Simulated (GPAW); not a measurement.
RuAu:

```
Ru Au
1.0
     3.16481    0.00000    0.00000
     0.00000    3.16481    0.00000
     0.00000    0.00000    3.16481
Ru Au
1 1
Direct
  0.00000 0.00000 0.00000
  0.50000 0.50000 0.50000
```

The cell was built by a generator and needn't be a form met in nature.

Base run:

```yaml
Program: GPAW 26.7.0
Functional: AM05
Potentials_or_basis: PAW data sets generated in the run's folder for this functional
Cutoff: 600 eV
Basis: pw
k_mesh: 8 × 8 × 8
Occupations: fermi-dirac, width 0.05 eV
Spin: no spin polarisation
```

Its results: pressure -8.2 GPa.

Question: The run is repeated on the same cell with these changes: functional from AM05 to BLYP. What comes out?

Answer: Pressure 14.0 GPa.

BLYP binds less tightly than AM05, so the same cell stands under more pressure.

Caveats: with this Au data set, volumes or pressures lay over 1.5 % or 2 GPa off other programs in two to four cells of ten.

Not every run made on this cell is shown here.
